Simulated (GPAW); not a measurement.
NaCu in GPAW: the effect of functional

Crystal: NaCu.

```
CELL_PARAMETERS angstrom
2.94224 0.00000 0.00000
0.00000 2.94224 0.00000
0.00000 0.00000 4.04091
ATOMIC_POSITIONS crystal
Na 0.00000 0.00000 0.00000
Cu 0.50000 0.50000 0.50000
```

The cell was built by a generator and needn't be a form met in nature.

Alike in all runs:

| Quantity | Value |
| --- | --- |
| Program | GPAW 26.7.0 |
| Task | band structure |
| Cutoff | 800 eV |
| Basis | pw |
| k mesh | 9 × 9 × 7 |
| Occupations | fermi-dirac, width 0.05 eV |
| Spin | no spin polarisation |

```tsv
functional	potentials or basis	pressure (GPa)
LDA	the program's PAW data sets (release 1.2.1) made for this functional	?
PBE	GPAW PAW data sets (gpaw-data 1.2.1)	2.8
PBEsol	PAW data sets generated in the run's folder for this functional	0.7
RPBE	the program's PAW data sets (release 1.2.1) made for this functional	5.2
revPBE	the program's PAW data sets (release 1.2.1) made for this functional	4.7
BLYP	PAW data sets generated in the run's folder for this functional	4.4
```

**Question.** What does the run with functional LDA give?

**Answer.** Pressure -2.0 GPa.

Caveats: with this Cu data set, volumes or pressures lay over 1.5 % or 2 GPa off other programs in two to four cells of ten.
